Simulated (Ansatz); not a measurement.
Born–Oppenheimer molecular dynamics of a periodic cell of 19 atoms, Al₈Ni₈CO₂ (surface AlNi(001), adsorbate CO2, incident energy 1.5 eV, 0° from the normal). It starts from an unrelaxed structure (largest force component 1.32 eV/Å).

The calculation used Ansatz, DFT PBE-D3(BJ), scalar-relativistic, plane waves, PAW. Settings: cutoff 420 eV, k mesh 3x3x1, fermi-dirac smearing 0.15 eV, spin collinear.

```yaml
ensemble: NVE (velocity Verlet)
time_step: 1 fs
steps_asked: 160
starting_velocities: zero, but for any typed in the input
atoms_held: 2, 6, 10, 14
seed: 130767
```

First frame:

```xyz
19
Lattice="5.7194 0.0000 0.0000 0.0000 5.7194 0.0000 0.0000 0.0000 17.2896" Properties=species:S:1:pos:R:3
Al 1.430 1.430 2.430
Ni 0.000 0.000 1.000
Al 1.430 1.430 5.290
Ni 0.000 0.000 3.860
Al 1.430 4.290 2.430
Ni 0.000 2.860 1.000
Al 1.430 4.290 5.290
Ni 0.000 2.860 3.860
Al 4.290 1.430 2.430
Ni 2.860 0.000 1.000
Al 4.290 1.430 5.290
Ni 2.860 0.000 3.860
Al 4.290 4.290 2.430
Ni 2.860 2.860 1.000
Al 4.290 4.290 5.290
Ni 2.860 2.860 3.860
C 5.144 2.312 9.960
O 5.010 1.149 10.060
O 5.278 3.474 10.060
```

Task: What does the run give?

Result: All steps were run.

- steps done: 160
- time covered: 160 fs
- mean temperature over the second half: 719 K
- spread of the potential energy over the second half: 16.9 meV per atom
- mean potential energy of the second half above the start: 5.5 meV per atom

The conserved energy stayed within 0.23 meV per atom of its start (net change -0.12 meV per atom), so the integration is sound. A run of 0.16 ps of so small a system gives no equilibrium averages. No Hubbard correction was used and the magnetic state wasn't searched. The SCF threshold is loose, so the forces are noisy. Limits of this set-up: coarse k mesh, thin slab, slab without dipole correction.

Task: What happens to the structure?

Result: Mean squared displacements from the first frame to the last: Al 0.05 Å², Ni 0.00 Å², C 10.88 Å², O 10.48 Å². The details hang on the random start.

Task: How do temperature and energy run in time?

Result: 
| time (fs) | T (K) | potential energy less start (eV) | conserved less start (meV/atom) |
| --- | --- | --- | --- |
| 0.0 | 774 | 0.000 | 0.00 |
| 5.0 | 801 | -0.054 | -0.01 |
| 10.0 | 857 | -0.162 | -0.02 |
| 15.0 | 908 | -0.261 | -0.02 |
| 20.0 | 935 | -0.314 | -0.02 |
| 25.0 | 950 | -0.343 | -0.02 |
| 30.0 | 962 | -0.365 | -0.02 |
| 35.0 | 962 | -0.366 | -0.02 |
| 40.0 | 941 | -0.325 | -0.03 |
| 45.0 | 894 | -0.234 | -0.02 |
| 50.0 | 853 | -0.155 | -0.01 |
| 55.0 | 838 | -0.125 | -0.01 |
| 60.0 | 849 | -0.147 | -0.01 |
| 65.0 | 882 | -0.210 | -0.02 |
| 70.0 | 900 | -0.245 | -0.02 |
| 75.0 | 904 | -0.253 | -0.02 |
| 80.0 | 889 | -0.225 | -0.03 |
| 85.0 | 843 | -0.135 | -0.02 |
| 90.0 | 782 | -0.016 | -0.03 |
| 95.0 | 692 | 0.157 | -0.03 |
| 100.0 | 588 | 0.359 | -0.02 |
| 105.0 | 496 | 0.538 | -0.03 |
| 110.0 | 426 | 0.674 | -0.01 |
| 115.0 | 430 | 0.666 | 0.01 |
| 120.0 | 575 | 0.385 | -0.01 |
| 125.0 | 805 | -0.063 | -0.11 |
| 130.0 | 864 | -0.177 | -0.15 |
| 135.0 | 718 | 0.107 | -0.03 |
| 140.0 | 750 | 0.045 | -0.08 |
| 145.0 | 793 | -0.040 | -0.19 |
| 150.0 | 786 | -0.024 | -0.02 |
| 155.0 | 996 | -0.435 | -0.20 |
| 160.0 | 929 | -0.303 | -0.12 |

Time of the run: 78 min on 4 threads of Intel(R) Xeon(R) Processor @ 2.70GHz (shared host), peak memory 2 GiB.
